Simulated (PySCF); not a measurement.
# C₂H₉GaO: runs on many settings

Aim: see how C₂H₉GaO (`C[O+](C)[GaH3-]`) answers to the choice of functional, basis, grid and SCF options.

Programs: PySCF 2.14.0, with density-fitted response routines of our own. Each step states its level of theory. These are calculated values for one molecule, in the gas phase or a continuum, unless marked as measured. Atoms count from 0, in the outputs and in this text.

### 1 Starting geometry

13 atoms, charge 0, multiplicity 1; geometry from: GFN2-xTB.

Bonds of the start (Å): C0–O1 1.41, O1–C2 1.41, O1–Ga3 2.09, C0–H4 1.09, C0–H5 1.09, C0–H6 1.09, C2–H7 1.09, C2–H8 1.09, C2–H9 1.09, Ga3–H10 1.55, Ga3–H11 1.55, Ga3–H12 1.55.

### 2 NMR shieldings: PBE0/pcSseg-1

What the job is given:

```
{"job": {"kind": "nmr", "xc": "PBE0", "basis": "pcSseg-1"}, "charge": 0, "multiplicity": 1}
C     -0.319566     1.499777     0.026934
O     -0.109761     0.105092    -0.085826
C     -1.281495    -0.666606     0.096528
Ga     1.727466    -0.885515    -0.152571
H     -0.709227     1.756933     1.016894
H     -1.017029     1.844809    -0.743079
H      0.652898     1.971073    -0.117282
H     -1.711212    -0.493824     1.088016
H     -2.022879    -0.427839    -0.672991
H     -0.979846    -1.711910     0.005617
H      2.575797     0.329113    -0.610259
H      1.339776    -1.969214    -1.194151
H      1.850691    -1.351403     1.324441
```

Level: GIAO PBE0/pcSseg-1 NMR shielding, non-relativistic, gas phase.

The run is started by

```
OMP_NUM_THREADS=1 python probes_run.py task.json out
```

This one command runs all jobs of the session in turn.

Log:

```text
coarse grid: 45208 points
cycle   1  E = -2080.9281630338  dE = -4.053e-01  |g| = 9.798e-01  |ddm| = 2.958e+00
cycle   2  E = -2080.8766494774  dE =  5.151e-02  |g| = 1.143e+00  |ddm| = 8.939e-01
cycle   3  E = -2081.0038399768  dE = -1.272e-01  |g| = 1.258e-01  |ddm| = 5.803e-01
cycle   4  E = -2081.0060099876  dE = -2.170e-03  |g| = 5.946e-02  |ddm| = 9.261e-02
cycle   5  E = -2081.0065003861  dE = -4.904e-04  |g| = 5.862e-03  |ddm| = 3.512e-02
cycle   6  E = -2081.0065061541  dE = -5.768e-06  |g| = 6.363e-04  |ddm| = 5.347e-03
final grid: 95264 points
cycle   7  E = -2081.0065251423  dE = -1.079e-07  |g| = 3.776e-04  |ddm| = 1.449e-03
cycle   8  E = -2081.0065251559  dE = -1.351e-08  |g| = 3.402e-04  |ddm| = 6.245e-04
cycle   9  E = -2081.0065251737  dE = -1.785e-08  |g| = 9.584e-05  |ddm| = 2.671e-04
cycle  10  E = -2081.0065251746  dE = -9.209e-10  |g| = 6.720e-06  |ddm| = 4.104e-05
converged SCF energy = -2081.0065251746

GIAO shielding tensors (ppm)
atom      isotropic    diamagn.    paramagn.     s11        s22        s33       span
  0 C      122.082     245.923    -123.840     88.381     93.231    184.634     96.253
  1 O      345.511     400.936     -55.425    301.719    361.112    373.702     71.983
  2 C      122.025     246.640    -124.615     88.927     93.384    183.764     94.836
  3 Ga    1398.309    2638.924   -1240.615   1285.843   1356.989   1552.094    266.251
  4 H       28.328      29.832      -1.504     24.908     25.592     34.484      9.577
  5 H       28.250      29.631      -1.382     24.720     25.429     34.600      9.879
  6 H       27.477      29.910      -2.433     22.707     26.511     33.213     10.506
  7 H       28.351      30.045      -1.694     25.075     25.547     34.429      9.354
  8 H       28.269      29.834      -1.565     24.835     25.340     34.631      9.796
  9 H       27.481      30.056      -2.575     22.516     26.741     33.186     10.671
 10 H       26.973      29.831      -2.857     20.124     24.536     36.260     16.137
 11 H       26.892      29.784      -2.892     20.190     24.301     36.185     15.995
 12 H       26.852      29.693      -2.841     20.346     24.021     36.188     15.842
```

Run time: 25 s. Hardware: 1 thread of Intel Xeon at 2.70GHz, shared host; peak memory 0.73 GiB.

The references, computed at this level on geometries of the same kind, shield at (ppm): ¹H TMS 31.72, ¹³C TMS 186.9, ¹⁷O H2O 336.1. Their shielding less the atom's gives the shift. The references are single molecules in the gas phase, so shifts against H2O, NH3, PH3, H3PO4 or CFCl3 are not on the usual liquid scales and can be off by tens of ppm. Atoms listed in one row are averaged.

| atoms | environment | σ (ppm) | δ (ppm) |
| --- | --- | --- | --- |
| C0, C2 | methyl carbon bonded to O | 122.1 | 64.9 |
| H10, H11, H12 | hydrogen on a Ga bonded to O | 26.91 | 4.81 |
| H4, H5, H6, H7, H8, H9 | hydrogen on a methyl carbon bonded to O | 28.03 | 3.69 |
| O1 | donor oxygen of a Lewis adduct | 345.5 | -9.4 |
| Ga3 | Ga bonded to O, 3 H | 1398 | – |

Charges from the same density, by scheme (e):

| atoms | Mulliken | IAO | Hirshfeld | ESP fit |
| --- | --- | --- | --- | --- |
| C0, C2 | -0.02 | -0.20 | -0.02 | -0.30 |
| O1 | -0.63 | -0.30 | -0.05 | -0.09 |
| Ga3 | 0.37 | 0.28 | 0.25 | 0.61 |

Mayer bond orders: C0–O1 0.86, O1–C2 0.86, O1–Ga3 0.20.

Orbitals, density, ELF and potential are computed afterwards from the orbital file.

Frontier orbitals at PBE0/pcSseg-1, with the share of their density that lies nearest to each atom:

| orbital | energy (eV) | lies on |
| --- | --- | --- |
| HOMO | -7.46 | H12 49 %; H11 28 %; Ga3 10 % |
| LUMO | 0.32 | Ga3 20 %; H10, H11, H12 about 12 % each; O1 10 % |

ELF in a plane through or near 6 of the atoms.

Ten even steps from '0' (0.00) to '9' (1.00):
```
0000000000000000000000000000
0000000000000000000000000000
0000000000000000000000000000
0000014675100057620000000000
0000269999500599970000000000
0000699999810799971000000000
0000589999820499853210000000
0000247776510056555621000000
0000011254115678326521000000
0000012655218726532200000000
0000111365117746410000000000
0000123211103478442100000000
0000124553003653456300000000
0000013431039996254200000000
0000001110069998321100000000
0000000000049996000000000000
0000000000004752000000000000
0000000000000000000000000000
0000000000000000000000000000
0000000000000000000000000000
```
The map spans 9.7 Å across and 9.2 Å up, centred on the molecule. Atoms in the plane (x, y in Å): C0 (1.1, 1.1), O1 (0.1, 0.0), C2 (0.7, -1.3), Ga3 (-1.9, 0.2), H6 (0.5, 2.0), H9 (-0.1, -2.0).

log10 of the density (e/Å³) in the same plane.

Values, 10 rows by 14 columns:
```
-3.9 -4.0 -4.0 -4.0 -4.0 -4.0 -4.0 -4.0 -4.0 -4.0 -4.0 -4.0 -4.0 -4.0
-3.6 -3.7 -3.3 -2.8 -2.7 -2.8 -3.0 -2.7 -2.7 -3.2 -4.0 -4.0 -4.0 -4.0
-3.6 -3.2 -2.4 -1.7 -1.4 -1.7 -1.8 -1.0 -1.0 -1.8 -2.7 -3.5 -4.0 -4.0
-3.7 -2.7 -1.7 -0.7 -0.1 -0.8 -1.3 -0.1  0.2 -0.4 -1.3 -2.5 -3.7 -4.0
-3.6 -2.6 -1.5 -0.3  1.1 -0.2 -0.4  0.2  0.2 -0.1 -1.1 -2.3 -3.5 -4.0
-3.5 -2.5 -1.4 -0.2  1.3 -0.2  0.1  1.0 -0.1 -1.1 -1.9 -2.7 -3.9 -4.0
-3.6 -2.7 -1.8 -1.1 -0.9 -1.3 -0.7  0.2  1.0 -0.4 -1.6 -2.8 -4.0 -4.0
-4.0 -3.2 -2.5 -2.1 -1.9 -1.6 -0.4  0.0 -0.5 -1.0 -2.0 -3.1 -4.0 -4.0
-4.0 -3.8 -3.6 -3.3 -3.1 -2.8 -2.0 -1.8 -2.2 -2.7 -3.3 -4.0 -4.0 -4.0
-3.8 -3.7 -3.9 -4.0 -4.0 -4.0 -4.0 -3.9 -4.0 -4.0 -4.0 -4.0 -4.0 -4.0
```
The map spans 9.7 Å across and 9.2 Å up, centred on the molecule. Atoms in the plane (x, y in Å): C0 (1.1, 1.1), O1 (0.1, 0.0), C2 (0.7, -1.3), Ga3 (-1.9, 0.2), H6 (0.5, 2.0), H9 (-0.1, -2.0).

On the surface of density 0.002 e/bohr³ the electrostatic potential runs, from the 1st to the 99th percentile, from -1.03 to 1.32 V.

### 3 Ultraviolet spectrum: PBE0/def2-SVPD

Settings changed since step 2:

```diff
@@ -1,2 +1,2 @@
-{"job": {"kind": "nmr", "xc": "PBE0", "basis": "pcSseg-1"}, "charge": 0, "multiplicity": 1}
+{"job": {"kind": "uv", "xc": "PBE0", "basis": "def2-SVPD", "nstates": 6, "ntriplets": 2}, "charge": 0, "multiplicity": 1}
 C     -0.319566     1.499777     0.026934
```

Method: TDDFT PBE0/def2-SVPD, vertical, gas phase, core orbitals frozen in the response.

Log:

```text
coarse grid: 45208 points
cycle   1  E = -2080.8307324782  dE = -3.856e-01  |g| = 5.557e-01  |ddm| = 4.154e+00
cycle   2  E = -2080.8008809806  dE =  2.985e-02  |g| = 7.250e-01  |ddm| = 9.849e-01
cycle   3  E = -2080.8735720184  dE = -7.269e-02  |g| = 8.196e-02  |ddm| = 6.377e-01
cycle   4  E = -2080.8746957356  dE = -1.124e-03  |g| = 3.490e-02  |ddm| = 8.699e-02
cycle   5  E = -2080.8748620695  dE = -1.663e-04  |g| = 4.334e-03  |ddm| = 3.033e-02
cycle   6  E = -2080.8748655077  dE = -3.438e-06  |g| = 6.063e-04  |ddm| = 8.251e-03
final grid: 95264 points
cycle   7  E = -2080.8748990132  dE = -1.656e-07  |g| = 4.405e-04  |ddm| = 7.577e-03
cycle   8  E = -2080.8748990234  dE = -1.014e-08  |g| = 4.549e-04  |ddm| = 1.436e-03
cycle   9  E = -2080.8748990553  dE = -3.195e-08  |g| = 8.758e-05  |ddm| = 5.837e-04
cycle  10  E = -2080.8748990564  dE = -1.092e-09  |g| = 1.081e-05  |ddm| = 8.426e-05
cycle  11  E = -2080.8748990564  dE =  2.274e-12  |g| = 6.085e-06  |ddm| = 1.584e-05
converged SCF energy = -2080.8748990564

Static polarisability (au): isotropic 64.849, principal 61.108 66.360 67.079

Singlet excitations
state   eV       nm        f      main configurations
  1   6.2460    198.5   0.00482   H->L 0.80, H->L+1 0.18
  2   6.4794    191.4   0.00694   H-1->L 0.80, H-1->L+1 0.19
  3   6.8084    182.1   0.08981   H->L+1 0.81, H->L 0.18
  4   7.0327    176.3   0.07080   H-1->L+1 0.80, H-1->L 0.18
  5   7.6875    161.3   0.00199   H->L+2 0.60, H->L+4 0.24
  6   7.7422    160.1   0.04642   H->L+3 0.90

Triplet excitations (Tamm-Dancoff, eV): 5.8355 6.0305
```

It took 32 s on 1 thread of Intel Xeon at 2.70GHz, shared host; peak memory 0.75 GiB.

The orbitals next to the gap, with their largest atomic shares:

| orbital | eV | atoms |
| --- | --- | --- |
| HOMO−3 | -10.37 | O1 30 %, Ga3 23 %, H12 9 % |
| HOMO−2 | -9.18 | O1 52 %, C2 11 %, C0 10 % |
| HOMO−1 | -7.63 | Ga3 39 %, H10 32 %, H11 17 % |
| HOMO | -7.41 | Ga3 38 %, H12 31 %, H11 18 % |
| LUMO | 0.10 | Ga3 26 %, C0 14 %, C2 14 % |
| LUMO+1 | 0.40 | Ga3 44 %, O1 8 %, C0 5 % |
| LUMO+2 | 1.19 | C0 17 %, C2 12 %, H5 11 % |

With each of the 6 states as a Gaussian band of 0.4 eV half-width at 1/e, the curve within the window shown has maxima at 180 nm (ε 6,100) L/(mol cm). Beyond the last state computed it falls off for lack of states. The curve at chosen wavelengths:

nm, ε (L/mol/cm) and a bar:
```
      154       1113 #####
      157       1738 ########
      159       2018 ##########
      162       2172 ###########
      164       2217 ###########
      167       2522 ############
      170       3340 ################
      172       4117 ####################
      175       5298 ##########################
      177       5870 #############################
      180       6140 ##############################
      183       5664 ############################
      185       5037 #########################
      188       3884 ###################
      190       3114 ###############
      193       2114 ##########
      196       1369 #######
      198       1010 #####
      201        633 ###
      203        462 ##
      206        286 #
      209        175 #
      211        125 
      214         73 
      216         50 
      219         27
```

Leading natural transition orbitals of singlet state 3: the hole lies on H12 49 %; H11 27 %; Ga3 10 %; the particle on H10, H11, H12 about 12 % each; 4 H atoms about 10 % each; H6, H9 about 8 % each.

Leading natural transition orbitals of singlet state 1: the hole lies on H12 49 %; H11 28 %; Ga3 10 %; the particle on Ga3 20 %; H10, H11, H12 about 14 % each; O1 7 %.

Further results of this job:

| property | computed |
| --- | --- |
| dipole moment (D) | 4.63 |
| polarisability (Å³) | 9.61 |
| HOMO–LUMO gap (eV) | 7.51 |
| −ε(HOMO) (eV) | 7.41 |

### 4 Spin-spin couplings: wB97X-D/def2-SVPD in benzene

Settings changed since step 3:

```diff
@@ -1,2 +1,2 @@
-{"job": {"kind": "uv", "xc": "PBE0", "basis": "def2-SVPD", "nstates": 6, "ntriplets": 2}, "charge": 0, "multiplicity": 1}
+{"job": {"kind": "j", "xc": "wB97X-D", "basis": "def2-SVPD", "solvent": "benzene", "scf": {"guess": "atom"}}, "charge": 0, "multiplicity": 1}
 C     -0.319566     1.499777     0.026934
```

Method: wB97X-D/def2-SVPD indirect spin-spin coupling, non-relativistic, IEF-PCM benzene.

Log:

```text
final grid: 95264 points
cycle   1  E = -2081.2520889193  dE =  8.425e-01  |g| = 6.479e-01  |ddm| = 4.037e+00
cycle   2  E = -2081.2561816277  dE = -4.093e-03  |g| = 6.747e-01  |ddm| = 1.378e+00
cycle   3  E = -2081.3332972819  dE = -7.712e-02  |g| = 8.159e-02  |ddm| = 5.599e-01
cycle   4  E = -2081.3344745521  dE = -1.177e-03  |g| = 2.535e-02  |ddm| = 9.200e-02
cycle   5  E = -2081.3346197766  dE = -1.452e-04  |g| = 6.432e-03  |ddm| = 4.585e-02
cycle   6  E = -2081.3346258951  dE = -6.119e-06  |g| = 2.553e-03  |ddm| = 1.291e-02
cycle   7  E = -2081.3346269186  dE = -1.023e-06  |g| = 3.876e-04  |ddm| = 2.896e-03
cycle   8  E = -2081.3346269776  dE = -5.904e-08  |g| = 5.378e-05  |ddm| = 1.407e-03
cycle   9  E = -2081.3346269801  dE = -2.505e-09  |g| = 1.331e-05  |ddm| = 3.308e-04
cycle  10  E = -2081.3346269802  dE = -1.187e-10  |g| = 2.934e-06  |ddm| = 8.993e-05
converged SCF energy = -2081.3346269802

Indirect spin-spin couplings (Hz)
  i      j    bonds     total        FC       PSO       DSO        SD
  0 C    1 O    1     11.166    12.500    -1.176    -0.158         -
  0 C    2 C    2     -1.224    -0.975    -0.219    -0.030         -
  0 C    4 H    1    172.416   171.506     0.073     0.837         -
  0 C    5 H    1    172.718   171.816     0.073     0.829         -
  0 C    6 H    1    172.431   171.509     0.061     0.862         -
  0 C    7 H    3      1.970     1.938     0.049    -0.017         -
  0 C    8 H    3      1.701     1.680     0.055    -0.034         -
  0 C    9 H    3     10.600    10.747     0.432    -0.580         -
  0 C   10 H    3      2.246     2.129    -0.017     0.134         -
  0 C   11 H    3      1.696     2.016     0.178    -0.498         -
  0 C   12 H    3     -0.057     0.135     0.108    -0.300         -
  1 O    2 C    1     10.961    12.366    -1.245    -0.160         -
  1 O    4 H    2     -1.920    -1.415    -0.532     0.026         -
  1 O    5 H    2     -2.498    -1.992    -0.531     0.025         -
  1 O    6 H    2     -5.040    -4.268    -0.702    -0.070         -
  1 O    7 H    2     -1.939    -1.412    -0.550     0.023         -
  1 O    8 H    2     -2.450    -1.932    -0.542     0.024         -
  1 O    9 H    2     -5.681    -4.874    -0.725    -0.082         -
  1 O   10 H    2     -9.898    -9.908    -0.018     0.028         -
  1 O   11 H    2     -9.410    -9.443    -0.008     0.042         -
  1 O   12 H    2     -7.423    -7.537     0.027     0.087         -
  2 C    4 H    3      1.988     1.954     0.049    -0.015         -
  2 C    5 H    3      1.842     1.815     0.053    -0.027         -
  2 C    6 H    3     10.769    10.920     0.432    -0.584         -
  2 C    7 H    1    172.539   171.614     0.068     0.856         -
  2 C    8 H    1    172.722   171.805     0.069     0.847         -
  2 C    9 H    1    172.851   171.868     0.070     0.913         -
  2 C   10 H    3      3.099     3.508     0.199    -0.608         -
  2 C   11 H    3      2.217     2.145    -0.011     0.083         -
  2 C   12 H    3      0.134     0.181     0.030    -0.077         -
  4 H    5 H    2     -8.904    -8.496     1.949    -2.357         -
  4 H    6 H    2    -11.640   -11.332     1.938    -2.246         -
  4 H    7 H    4      0.588     0.042    -0.906     1.453         -
  4 H    8 H    4      0.601     0.676     0.677    -0.751         -
  4 H    9 H    4     -0.440    -0.113     1.398    -1.725         -
  4 H   10 H    4     -0.190    -0.115     0.601    -0.676         -
  4 H   11 H    4     -0.806     0.330     0.917    -2.053         -
  4 H   12 H    4     -0.186    -0.129     0.225    -0.283         -
  5 H    6 H    2    -11.943   -11.605     1.950    -2.288         -
  5 H    7 H    4      0.618     0.687     0.665    -0.734         -
  5 H    8 H    4      0.563     0.063    -0.856     1.356         -
  5 H    9 H    4     -0.483    -0.150     1.417    -1.750         -
  5 H   11 H    4     -0.481     0.042     0.595    -1.119         -
  5 H   12 H    4     -0.733     0.186     0.948    -1.866         -
  6 H    7 H    4     -0.475    -0.130     1.407    -1.751         -
  6 H    8 H    4     -0.497    -0.146     1.420    -1.772         -
  6 H    9 H    4      0.466     0.962     1.611    -2.107         -
  6 H   10 H    4      1.392    -0.262    -1.127     2.781         -
  6 H   11 H    4     -1.204     0.333     0.494    -2.031         -
  6 H   12 H    4     -0.792     0.029     0.210    -1.032         -
  7 H    8 H    2     -8.939    -8.554     1.945    -2.330         -
  7 H    9 H    2    -11.540   -11.324     1.907    -2.124         -
  7 H   10 H    4     -0.889     0.263     0.842    -1.993         -
  7 H   11 H    4     -0.545    -0.130     0.789    -1.205         -
  7 H   12 H    4      0.201    -0.095     0.072     0.224         -
  8 H    9 H    2    -11.644   -11.397     1.916    -2.164         -
  8 H   10 H    4     -0.467     0.420     0.780    -1.667         -
  8 H   12 H    4     -0.907    -0.192     0.927    -1.642         -
  9 H   10 H    4     -1.723     0.569     0.608    -2.900         -
  9 H   11 H    4      1.130    -0.287    -0.995     2.411         -
  9 H   12 H    4      0.366     0.137    -0.348     0.576         -
 10 H   11 H    2     11.211    16.062     0.605    -5.456         -
 10 H   12 H    2     12.489    17.214     0.604    -5.329         -
 11 H   12 H    2     13.841    18.345     0.588    -5.093         -
```

It took 36 s on 1 thread of Intel Xeon at 2.70GHz, shared host; peak memory 0.92 GiB.

This basis has no tight s functions, so the Fermi-contact terms are rough.

Couplings of 1 Hz or more, nine at most for each number of bonds, with means over like pairs (isotopes 13C, 1H, 17O):

| pair | bonds | J (Hz) | Fermi contact (Hz) |
| --- | --- | --- | --- |
| C0–H4 | 1 | 172.6 | 171.7 |
| C0–O1 | 1 | 11.1 | 12.4 |
| H10–H11 | 2 | 12.5 | 17.2 |
| H4–H5 | 2 | -10.8 | -10.5 |
| O1–H10 | 2 | -8.9 | -9.0 |
| O1–H4 | 2 | -3.3 | -2.6 |
| C0–C2 | 2 | -1.2 | -1.0 |
| C0–H7 | 3 | 4.8 | 4.8 |
| C0–H10 | 3 | 1.6 | 1.7 |

The spin-dipole term was not solved, so all couplings lack that part.

The response was solved for the nuclei of C, H alone, so couplings that need other nuclei can be missing.

Quadrupole couplings from the field gradients of the same density:

| atom | isotope | eQq/h (MHz) | η |
| --- | --- | --- | --- |
| Ga3 | 69Ga | 106.6 | 0.00 |
| O1 | 17O | 11.7 | 0.66 |

Shifts (PBE0/pcSseg-1, unscaled) and these couplings together give the proton spectrum at 600 MHz below. Couplings to quadrupolar nuclei are left out.

¹H NMR δ 4.81 (br, 3H), 3.69 (s, 6H).

### 5 Shielding tensors: wB97X/pcSseg-1

Settings changed since step 4:

```diff
@@ -1,2 +1,2 @@
-{"job": {"kind": "j", "xc": "wB97X-D", "basis": "def2-SVPD", "solvent": "benzene", "scf": {"guess": "atom"}}, "charge": 0, "multiplicity": 1}
+{"job": {"kind": "nmr", "xc": "wB97X", "basis": "pcSseg-1", "pop": true}, "charge": 0, "multiplicity": 1}
 C     -0.319566     1.499777     0.026934
```

With the program's defaults for keys left out, this is: GIAO wB97X/pcSseg-1 NMR shielding, non-relativistic, gas phase.

Log:

```text
coarse grid: 45208 points
cycle   1  E = -2081.3792236760  dE = -3.357e-01  |g| = 9.507e-01  |ddm| = 2.895e+00
cycle   2  E = -2081.3833761549  dE = -4.152e-03  |g| = 9.269e-01  |ddm| = 7.414e-01
cycle   3  E = -2081.4614598540  dE = -7.808e-02  |g| = 6.943e-02  |ddm| = 3.871e-01
cycle   4  E = -2081.4621384195  dE = -6.786e-04  |g| = 2.238e-02  |ddm| = 5.487e-02
cycle   5  E = -2081.4622313234  dE = -9.290e-05  |g| = 7.568e-03  |ddm| = 1.938e-02
cycle   6  E = -2081.4622407595  dE = -9.436e-06  |g| = 2.199e-03  |ddm| = 7.191e-03
final grid: 95264 points
cycle   7  E = -2081.4621098456  dE = -8.263e-07  |g| = 2.184e-03  |ddm| = 2.980e-03
cycle   8  E = -2081.4621097940  dE =  5.159e-08  |g| = 2.378e-03  |ddm| = 2.050e-03
cycle   9  E = -2081.4621105106  dE = -7.166e-07  |g| = 1.302e-04  |ddm| = 1.032e-03
cycle  10  E = -2081.4621105146  dE = -3.967e-09  |g| = 2.921e-05  |ddm| = 1.172e-04
cycle  11  E = -2081.4621105151  dE = -5.075e-10  |g| = 7.037e-06  |ddm| = 7.854e-05
converged SCF energy = -2081.4621105151

GIAO shielding tensors (ppm)
atom      isotropic    diamagn.    paramagn.     s11        s22        s33       span
  0 C      125.256     245.274    -120.018     92.014     96.987    186.768     94.754
  1 O      353.449     401.328     -47.878    310.743    368.598    381.007     70.264
  2 C      125.230     246.000    -120.770     92.444     97.121    186.125     93.682
  3 Ga    1410.844    2638.485   -1227.641   1295.130   1362.819   1574.582    279.453
  4 H       28.419      29.939      -1.520     24.957     25.659     34.642      9.685
  5 H       28.339      29.722      -1.383     24.756     25.511     34.749      9.993
  6 H       27.570      29.978      -2.408     22.730     26.675     33.306     10.576
  7 H       28.433      30.148      -1.715     25.129     25.589     34.581      9.452
  8 H       28.347      29.916      -1.569     24.856     25.416     34.768      9.912
  9 H       27.582      30.155      -2.572     22.567     26.912     33.267     10.701
 10 H       27.163      29.961      -2.799     20.382     24.655     36.452     16.070
 11 H       27.097      29.935      -2.838     20.446     24.428     36.417     15.971
 12 H       27.051      29.822      -2.771     20.559     24.136     36.458     15.899
```

Wall time 24 s (1 thread of Intel Xeon at 2.70GHz, shared host); peak memory 0.86 GiB.

In short: σ C0 125.2, O1 353.4, Ga3 1411, H10 27.10, H4 28.12 ppm (means over like atoms).

(Part 1 of 2 ends here.)
